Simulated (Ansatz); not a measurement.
Below is the output of a Python script on Ansatz's Python interface that makes a geometry optimisation of CH₄OSSi, SMILES OC([SiH3])=S. Write a script that gives it. Use: B3LYP, def2-SVP basis, multiplicity 1, D3BJ dispersion.

```xyz
8

O     0.0560    1.3673   -1.0934
C    -0.4996    0.4670   -0.2750
Si    0.5408   -0.8251    0.5015
S    -2.0556    0.5591   -0.0106
H    -0.7190    1.9779   -1.4203
H     0.5398   -0.7361    2.0014
H     2.0278   -0.6794    0.1205
H     0.2020   -2.1878    0.1202
```

`python opt.py` gives:
```text
step   1  E = -21854.390987 eV  largest force component 2.9834 eV/A
step   2  E = -21854.707924 eV  largest force component 1.0981 eV/A
step   3  E = -21854.758914 eV  largest force component 0.2688 eV/A
step   4  E = -21854.761373 eV  largest force component 0.0954 eV/A
step   5  E = -21854.761870 eV  largest force component 0.0423 eV/A
step   6  E = -21854.761958 eV  largest force component 0.0109 eV/A
step   7  E = -21854.761962 eV  largest force component 0.0003 eV/A
reference energy    -21854.429502 eV
total energy        -21854.762196 eV
occupied orbitals outside the frozen core (up, down): [24, 24]  frozen: 0  virtual: [60, 60]
pair        before    after (A)
O0-C1        1.3375   1.3345
O0-H4        1.0394   0.9789
C1-Si2       1.8316   1.9145
C1-S3        1.5810   1.6379
Si2-H5       1.5025   1.4868
Si2-H6       1.5419   1.4897
Si2-H7       1.4550   1.4869
```

The script that was run (others could print the same):

Script `opt.py`:
```python
"""Relax the CH4OSSi molecule."""

import itertools

import ansatz
from ase import Atoms
from ase.data import atomic_numbers, covalent_radii
import numpy as np

BASIS = "def2-SVP"
XC = "b3lyp"
DISPERSION = "d3bj"

atoms = Atoms(["O", "C", "Si", "S", "H", "H", "H", "H"], positions=[
    [0.056, 1.3673, -1.0934],
    [-0.4996, 0.467, -0.275],
    [0.5408, -0.8251, 0.5015],
    [-2.0556, 0.5591, -0.0106],
    [-0.719, 1.9779, -1.4203],
    [0.5398, -0.7361, 2.0014],
    [2.0278, -0.6794, 0.1205],
    [0.202, -2.1878, 0.1202],
])
system = ansatz.Crystal.molecule_from_ase(atoms)

calc = (
    system.calculation()
    .basis(gaussian=BASIS)  # the orbital basis, by name
    .functional(XC, dispersion=DISPERSION)
)
symbols = [site.symbol for site in system.cartesian_sites]
start = np.array([site.position_ang for site in system.cartesian_sites], dtype=float)
def progress(event):
    if event["event"] == "relax_step":
        row = event["data"]
        print(f"step {row['step']:3d}  E = {row['lagrangian_ev']:.6f} eV  largest force component {row['allowed_force_max_ev_ang']:.4f} eV/A")


report = calc.relax(force_tolerance=0.005, max_steps=100).session().plan().execute(on_event=progress).report
end = np.array(report["positions_ang"])

print("reference energy %16.6f eV" % report["reference_energy_ev"])
print("total energy     %16.6f eV" % report["free_energy_ev"])
print("occupied orbitals outside the frozen core (up, down):", report["n_occupied"], " frozen:", report["n_frozen"], " virtual:", report["n_virtual"])

# pairs closer than 1.2 times the sum of covalent radii, before or after
radius = [covalent_radii[atomic_numbers[s]] for s in symbols]
span = lambda where, i, j: np.linalg.norm(where[i] - where[j])
bonded = [(i, j) for i, j in itertools.combinations(range(len(symbols)), 2) if min(span(start, i, j), span(end, i, j)) < 1.2 * (radius[i] + radius[j])]
print("pair        before    after (A)")
for i, j in bonded:
    print(f"{symbols[i]}{i}-{symbols[j]}{j}".ljust(10), f"{span(start, i, j):8.4f} {span(end, i, j):8.4f}")
with open("ch4ossi_opt.xyz", "w") as handle:
    handle.write(f"{len(symbols)}\nrelaxed CH4OSSi\n")
    handle.writelines(f"{s:2s} {x:11.6f} {y:11.6f} {z:11.6f}\n" for s, (x, y, z) in zip(symbols, end))
```

What to keep in mind:
- Total energies depend on the basis set; only differences at equal settings carry meaning.
- The end point is the stationary point reached from this start; no frequency run checks that it is a minimum, and the basis set is modest.
- Total less reference energy is the dispersion correction.
- b3lyp holds the VWN-RPA fit, as in Gaussian; the form of ORCA and Turbomole is b3lyp5.
- Hardware and time: 29 s on 1 thread of Intel(R) Xeon(R) Platinum 8259CL CPU @ 2.50GHz (Skylake/Cascade Lake), on a shared host, peak memory 0.25 GiB.
